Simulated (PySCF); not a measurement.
# [Yb(OH)2]+: other functionals and bases at one geometry

An exercise on one series of results from a longer session: the logs are not shown, and one member is left open.

The runs use PySCF 2.14.0; several levels, as the steps say, no spin–orbit coupling.

1 further run of the same task is left out (for a known fault of the program).

## Starting geometry

5 atoms, charge 1, spin multiplicity 1.

Bond lengths: Yb1–O2 1.915 Å, Yb1–O4 1.915 Å, O2–H3 0.962 Å, O4–H5 0.962 Å. Angles: O2–Yb1–O4 115.8°, Yb1–O2–H3 166.7°, Yb1–O4–H5 166.7°.

As a file:

```xyz
5
H2O2Yb
Yb    0.00000    0.00000   -0.51664
O     1.62199   -0.03492    0.50112
H     2.29689   -0.05003    1.18614
O    -1.62199    0.03492    0.50112
H    -2.29689    0.05003    1.18614
```

Formal oxidation states: Yb +3. Each metal's 13 4f electrons lie in its core potential, so multiplicities, spins and levels count the valence alone. An earlier session relaxed this geometry at PBE0, Yb lcecp-1-SVP with ECP59, O def2-SVP, H def2-SVP (singlet, point group C2v).

At PBE0 on the finer grid: E = -190.658168 Eh, HOMO -13.80 eV, LUMO -7.38 eV, Mulliken charge on Yb1 +1.38 e, largest force component 0.007 eV/Å. 

Levels to run: BP86; revPBE; PBE0, TZVP. Hardware: 2 threads of AMD EPYC 7R43 (Zen 3), shared host.

The first run:

The input, run.py (the lines that set the calculation):

```python
mol = gto.M(atom='''
Yb     0.00000     0.00000    -0.51664
O      1.62199    -0.03492     0.50112
H      2.29689    -0.05003     1.18614
O     -1.62199     0.03492     0.50112
H     -2.29689     0.05003     1.18614''',
    basis={'Yb': 'lcecp-1-SVP', 'O': 'def2-SVP', 'H': 'def2-SVP'},
    ecp={'Yb': 'lcecp-1-SVP'},
    charge=1, spin=0)
mf = dft.RKS(mol, xc='B88,P86')
mf.grids.atom_grid = (75, 302)  # f atoms: unpruned, at least (60, 302)
mf = mf.density_fit()  # fitting sets: Yb AutoAux, O def2-universal-JKFIT, H def2-universal-JKFIT
mf.conv_tol = 1e-08; mf.max_cycle = 55
mf.kernel(dm0)  # dm0: the density of the relaxed state
```

On the command line:

```
> OMP_NUM_THREADS=2 python run.py
```

Steps of the session up to this table: BP86; revPBE; PBE0, TZVP.

One table of the session follows, with a row left open; its other results are not shown here.

| level | HOMO (eV) | gap (eV) | charge on Yb1 (e) | dipole (D) | largest force component (eV/Å) |
| --- | --- | --- | --- | --- | --- |
| PBE0 (relaxed here) | -13.80 | 6.42 | 1.38 | 2.37 | 0.01 |
| BP86 | -12.30 | 4.33 | 1.24 | 1.99 | 0.45 |
| revPBE | -12.14 | 4.08 | 1.24 | 2.03 | 0.55 |
| PBE0, TZVP | ? | ? | ? | ? | ? |

**Question.** Estimate the row for PBE0, TZVP.

**Answer.** HOMO (eV): -13.84; gap (eV): 6.49; charge on Yb1 (e): 1.79; dipole (D): 2.56; largest force component (eV/Å): 0.18. In the column «HOMO (eV)» it is the lowest.

The dipole of a charged species depends on the origin, so these sizes hold for this origin alone.

In one basis the HOMO–LUMO gap runs from 4.08 eV (revPBE) to 6.42 eV (PBE0). The largest leftover force, 0.55 eV/Å with revPBE, stands at a geometry relaxed at another level. With 4f in the core, its levels are missing from HOMO and gap, and its count is fixed, so no charge can pass from the ligands into it. Total energies of different levels can't be compared.
